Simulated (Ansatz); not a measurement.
Turn this script for Ansatz's Python interface into the input file that the command-line program reads.

Script `energy_ch6bfssi.py`:
```python
# -*- coding: utf-8 -*-
"""Single point of CH6BFSSi in a Gaussian basis."""

import sys

import ansatz as az

BASIS_SET = "STO-3G"
METHOD = "mp2"

system = (
    az.Crystal.molecule()
    .atom("B", (-0.8211, 1.6488, -0.1807))
    .atom("Si", (-0.5577, 0.0146, -1.1182))
    .atom("F", (-0.7462, 0.2652, -2.7915))
    .atom("S", (1.5095, -0.6786, -0.6946))
    .atom("C", (1.0702, -1.1303, 1.0201))
    .atom("H", (-0.1759, 2.6408, -0.4083))
    .atom("H", (-1.7161, 1.7778, 0.6021))
    .atom("H", (-1.5023, -0.9636, -0.6855))
    .atom("H", (0.771, -0.202, 1.6488))
    .atom("H", (1.9833, -1.5463, 1.5269))
    .atom("H", (0.2506, -1.8834, 1.1015))
)

calculation = (
    system.calculation()
    .basis(gaussian=BASIS_SET)
    .correlation(METHOD)
)
try:
    summary = calculation.run(threads=1, pin="off").report
except az.AnsatzError as error:
    sys.exit(f"{type(error).__name__}: {error}")

print(f"E = {summary['free_energy_ev']:.6f} eV = {summary['free_energy_ev'] / 27.211386246:.7f} Ha")
print("converged:", summary["converged"], " doubts:", summary["published_state_doubts"] or "none")

print("correlation energy", round(summary["free_energy_ev"] - summary["reference_energy_ev"], 5), "eV")
cluster = summary["correlation"].get("coupled_cluster")
if cluster:
    print("cycles", cluster["cycles"], " T1 diagnostic", round(cluster["t1_diagnostic"], 4), " largest double", round(cluster["largest_double"], 4))

state = summary["mean_field"]["state"]
print(f"mean field: {state['energy']['hartree']:.7f} Ha, <S^2> = {abs(state['spin_squared']):.4f}, stability: {state.get('stability', {}).get('kind')}")
```

```console
$ python energy_ch6bfssi.py
E = -22918.794196 eV = -842.2501518 Ha
converged: True  doubts: none
correlation energy -4.43315 eV
mean field: -842.0872366 Ha, <S^2> = 0.0000, stability: minimum
```

`input.yaml`:
```yaml
crystal:
  periodic: [false, false, false]
  atoms:
    - { symbol: B, position_ang: [-0.8211, 1.6488, -0.1807] }
    - { symbol: Si, position_ang: [-0.5577, 0.0146, -1.1182] }
    - { symbol: F, position_ang: [-0.7462, 0.2652, -2.7915] }
    - { symbol: S, position_ang: [1.5095, -0.6786, -0.6946] }
    - { symbol: C, position_ang: [1.0702, -1.1303, 1.0201] }
    - { symbol: H, position_ang: [-0.1759, 2.6408, -0.4083] }
    - { symbol: H, position_ang: [-1.7161, 1.7778, 0.6021] }
    - { symbol: H, position_ang: [-1.5023, -0.9636, -0.6855] }
    - { symbol: H, position_ang: [0.771, -0.202, 1.6488] }
    - { symbol: H, position_ang: [1.9833, -1.5463, 1.5269] }
    - { symbol: H, position_ang: [0.2506, -1.8834, 1.1015] }
basis:
  gaussian: { orbitals: STO-3G }
correlation:
  method: mp2
```

On the command line:
```console
$ ansatz run input.yaml --threads 1 --pin off --max-ram 4096MiB --backend cpu --events-out ev --progress --plain --runs-dir out
Engine: ansatz 0.2.0, aarch64-unknown-linux-gnu
Functional definition: HF
  exchange = exact_x
  correlation = 0
482 factors; integrals over basis functions are off by at most 7.4e-5 eV
mean field evaluation 1: about -22910.4803 eV, gradient 2.8e1 eV
mean field evaluation 2: about -22910.5906 eV, gradient 2.8e1 eV
mean field evaluation 4: about -22914.3408 eV, gradient 1.9e0 eV
mean field evaluation 8: about -22914.3610 eV, gradient 2.7e-2 eV
mean field -22914.36104801 eV, -842.0872366027 hartree, gradient 2.8e-6 eV, S^2 0.000000; 0 other end points of the search recorded, 0 dependent functions left out
13 core orbitals not correlated: weight in the atoms' cores, before any rotation towards them, 1.000 or more for the frozen orbitals, at most 0.000 for the correlated occupied ones
reference -22914.36104801 eV, -842.0872366027 hartree; 15, 15 occupied and 11, 11 virtual orbitals, 482 factors
second order -4.43314794 eV of doubles, -0.00000000 eV of singles
Total energy: -22918.79419595 eV, -842.2501517846 hartree
```

Notes:
- The settings weren't tested for convergence.
- The geometry is a force-field or estimated start, not a minimum of this method, and the basis set is short of its limit.
- Inner cores stay frozen, so this is valence correlation.
- S² is that of the Hartree-Fock reference.
- It ran for 0.8 s on 1 thread of Arm Neoverse V1 (shared host), peak memory 0.14 GiB.

(Lines on the test bed's own set-up are left out of the output.)
